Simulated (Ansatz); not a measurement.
# BF2H2N: the cost of one run

Method: RKS CAM-B3LYP-D4/def2-SVP, in Ansatz 0.2.0.

### 1 Starting point

Bond lengths: B1–F2 1.320 Å, B1–N3 1.550 Å, N3–H4 1.060 Å, N3–H5 1.060 Å, B1–F6 1.320 Å. Angles: F2–B1–N3 120.0°, F2–B1–F6 120.0°, N3–B1–F6 120.0°, B1–N3–H4 120.0°, B1–N3–H5 120.0°, H4–N3–H5 120.0°.

As a file:

```xyz
6

B     0.0000    0.0000    0.0000
F     0.0000    0.0000    1.3200
N     1.3423    0.0000   -0.7750
H     1.8089   -0.9179   -1.0268
H     1.7937    0.9179   -1.0532
F    -1.1431    0.0000   -0.6600
```

### 2 Relaxing the start

input.yaml reads:

```yaml
crystal:
  periodic: [false, false, false]
  atoms:
    - { symbol: B, position_ang: [0.0, 0.0, 0.0] }
    - { symbol: F, position_ang: [0.0, 0.0, 1.32] }
    - { symbol: "N", position_ang: [1.3423, 0.0, -0.775] }
    - { symbol: H, position_ang: [1.8089, -0.9179, -1.0268] }
    - { symbol: H, position_ang: [1.7937, 0.9179, -1.0532] }
    - { symbol: F, position_ang: [-1.1431, 0.0, -0.66] }
basis:
  gaussian: { orbitals: def2-SVP }
hamiltonian:
  xc: cam_b3lyp
  dispersion: d4
relax:
  f_tol: 0.02
  max_steps: 40
```

Command:

```console
ansatz run input.yaml --threads 2 --pin off --max-ram 3072MiB --backend cpu --events-out ev --progress --plain --runs-dir out
```

Q: Estimate wall time and peak memory on 2 threads of Intel Xeon at 2.50GHz (Skylake/Cascade Lake), shared host.

About 55 s, with a peak of 0.14 GiB.
